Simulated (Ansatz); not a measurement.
# Li3B4: the cost of one run

Method: DFT PBE, scalar-relativistic, plane waves, PAW, in Ansatz 0.2.0.

1 further run of the same task is left out (it didn't finish).

### 1 The system as given

It takes space group I4/mmm (No. 139, tetragonal). The conventional cell has a = 4.329 Å, b = 4.329 Å, c = 6.555 Å, α = 90.00°, β = 90.00°, γ = 90.00°. Around Li (site symmetry 4mm) lie 1 Li at 2.07 Å and 4 B at 2.21 Å. Li (site symmetry 4/mmm) is surrounded by 2 Li at 2.07 Å and 4 B at 2.16 Å. B (site symmetry -4m2) is surrounded by 2 B at 1.64 Å and 4 Li at 2.21 Å. Around B (site symmetry mmm) lie 2 B at 1.64 Å and 2 Li at 2.16 Å.

Structure file:

```
Li B
1.0
    -2.16465    2.16465    3.27733
     2.16465   -2.16465    3.27733
     2.16465    2.16465   -3.27733
Li B
3 4
Direct
  0.68371 0.68371 0.00000
  0.31629 0.31629 0.00000
  0.00000 0.00000 0.00000
  0.75000 0.25000 0.50000
  0.25000 0.75000 0.50000
  0.50000 0.00000 0.50000
  0.00000 0.50000 0.50000
```

A structure generator made this guess: random cell by space group and Wyckoff sites (I4/mmm, No. 139). Lengths come from tabulated atomic sizes and are only a guess.

### 2 Probe: one point on a coarse mesh

File input.yaml:

```yaml
crystal:
  lattice:
    - [-2.16464662, 2.16464662, 3.27732596]
    - [2.16464662, -2.16464662, 3.27732596]
    - [2.16464662, 2.16464662, -3.27732596]
  atoms:
    - { symbol: Li, position: [0.68371027, 0.68371027, 0.0] }
    - { symbol: Li, position: [0.31628973, 0.31628973, 0.0] }
    - { symbol: Li, position: [0.0, 0.0, 0.0] }
    - { symbol: B, position: [0.75, 0.25, 0.5] }
    - { symbol: B, position: [0.25, 0.75, 0.5] }
    - { symbol: B, position: [0.5, 0.0, 0.5] }
    - { symbol: B, position: [0.0, 0.5, 0.5] }
basis:
  ecutwfc: 420
kpoints:
  mp_grid: { grid: [6, 6, 6] }
hamiltonian:
  xc: pbe
scf:
  occupations: { method: gaussian, width: 0.1 }
  lower_state_search: "off"
output:
  forces: true
  stress: true
  eigenvalues: true
```

Run with:

```console
> ansatz run input.yaml --threads 1 --pin off --max-ram 2048MiB --backend cpu --events-out ev --progress --plain --runs-dir out
```

What time and memory should one allow on 1 thread of Arm Neoverse V2, shared host?

About 1.7 s, with a peak of 0.31 GiB.
